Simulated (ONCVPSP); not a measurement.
**Pseudopotential generation for tantalum: ONCV, LDA (Perdew-Wang 92)**

Do these settings give a usable potential? It is generated, then checked for transferability, scattering, ghosts and hardness.

Program: ONCVPSP 4.0.1.1 (patched build). Reference atom: LDA (Perdew-Wang 92), scalar-relativistic, spherical and spin-unpolarised. All values are calculated.

### 1 The atom and the settings

The settings as typed:

| Quantity | Value |
| --- | --- |
| element | tantalum (Ta, Z = 73) |
| type | optimised norm-conserving Vanderbilt (ONCV) |
| frozen core | [Kr] 4d10 4f14 |
| valence charge | 13 |
| reference configuration | 5s2 5p6 5d2 (charge +3) |
| partial waves | 5s: rc 1.85 bohr, ncon 4, nbas 7, qcut 5.5 1/bohr, 2 projectors, debl 2.8 Ha; 5p: rc 1.30 bohr, ncon 4, nbas 7, qcut 5.3 1/bohr, 2 projectors, debl 3.5 Ha; 5d: rc 2.80 bohr, ncon 3, nbas 8, qcut 5.9 1/bohr, 2 projectors, debl 1 Ha |
| local potential | polynomial inside 1.15 bohr (lpopt 1, dvloc0 4 Ha) |
| core correction | polynomial model core, fcfact 0.25 |

The outer shells as boxes (Hund's rule for the drawing; the calculation is spin-unpolarised):

```
[Kr] core
4d [↑↓][↑↓][↑↓][↑↓][↑↓]
4f [↑↓][↑↓][↑↓][↑↓][↑↓][↑↓][↑↓]
5s [↑↓]
5p [↑↓][↑↓][↑↓]
5d [↑ ][↑ ][  ][  ][  ]
```

An earlier all-electron run gives the scale for the radii.

All-electron outer shells of the reference configuration (LDA (PZ), scalar-relativistic, ld1.x):

```
shell  level (eV)  outermost node (bohr)  outermost maximum (bohr)
   5p      -67.43                   0.58                      1.12
   4f      -53.24                      –                      0.44
   5d      -29.45                   0.65                      1.51
   6s      -27.45                   1.30                      2.42
   6p      -20.16                   1.53                      2.92
```

### 2 Generating the potential

Ta.dat reads:

```
# ATOM AND REFERENCE CONFIGURATION
# atsym  z   nc   nv     iexc    psfile
  Ta 73.00   10    3  -001012      upf
#
#   n    l    f
    1    0    2.00
    2    0    2.00
    2    1    6.00
    3    0    2.00
    3    1    6.00
    3    2   10.00
    4    0    2.00
    4    1    6.00
    4    2   10.00
    4    3   14.00
    5    0    2.00
    5    1    6.00
    5    2    2.00
#
# PSEUDOPOTENTIAL AND OPTIMIZATION
# lmax
    2
#
#   l,   rc,      ep,       ncon, nbas, qcut
    0    1.85    0.00    4    7    5.50
    1    1.30    0.00    4    7    5.30
    2    2.80    0.00    3    8    5.90
#
# LOCAL POTENTIAL
# lloc, lpopt,  rc(5),   dvloc0
    4    1    1.15    4.00
#
# VANDERBILT-KLEINMAN-BYLANDER PROJECTORs
# l, nproj, debl
    0    2    2.80
    1    2    3.50
    2    2    1.00
#
# MODEL CORE CHARGE
# icmod, fcfact, rcfact
    1    0.25    0.00
#
# LOG DERIVATIVE ANALYSIS
# epsh1, epsh2, depsh
   -5.00    5.00    0.04
#
# OUTPUT GRID
# rlmax, drl
    6.00    0.01
#
# TEST CONFIGURATIONS
# ncnf
    4
# nvcnf
#   n    l    f
    4
    5    0    2.00
    5    1    6.00
    5    2    3.00
    6    0    2.00
#
    4
    5    0    2.00
    5    1    6.00
    5    2    3.00
    6    0    1.00
#
    3
    5    0    2.00
    5    1    6.00
    5    2    3.00
#
    4
    5    0    2.00
    5    1    6.00
    5    2    2.00
    6    0    2.00
#
```

Run with:

```console
oncvpsp.x < Ta.dat > Ta.out
```

Before running it: what results should come out? Wanted: cutoffs for 1 and 0.1 mHa per electron, occupied waves; bound ghosts; GHOST(+) flags; largest test error; largest phase difference near zero energy, channels read; rms error of d²Exc/dn², without and with the model core; projector energies reset by the program.

**Answer**, as computed:

| quantity | value |
| --- | --- |
| cutoffs for 1 and 0.1 mHa per electron, occupied waves | 77 Ha and 91 Ha |
| bound ghosts | none found |
| GHOST(+) flags | s at 154 eV |
| largest test error (AE − PS) | +8.5 meV, for 5s2 5p6 5d3 |
| largest phase difference near zero energy, channels read | 0.001 rad |
| rms error of d²Exc/dn², without and with the model core | 11.64 and 1.36 mHa |
| projector energies reset by the program | s: -3.725, 0.050 Ha; d: -1.082, 0.250 Ha |

By total energies transferability is good: the largest error is 8.5 meV on 23.9 eV, for 5s2 5p6 5d3. By its cutoff, 77 Ha for the looser tolerance, it is very hard. At the looser tolerance the 5p wave is the slowest; 5s needs 12 Ha. The program's ghost test flags no bound state. Near zero energy the phases of the channels with partial waves agree within 0.001 rad. The program also flags highly localised states, GHOST(+) (s). Note that the frozen 4f shell (-53 eV) lies higher than the valence 5s shell (-101 eV). These are tests on the free atom; a crystal test is still owed.
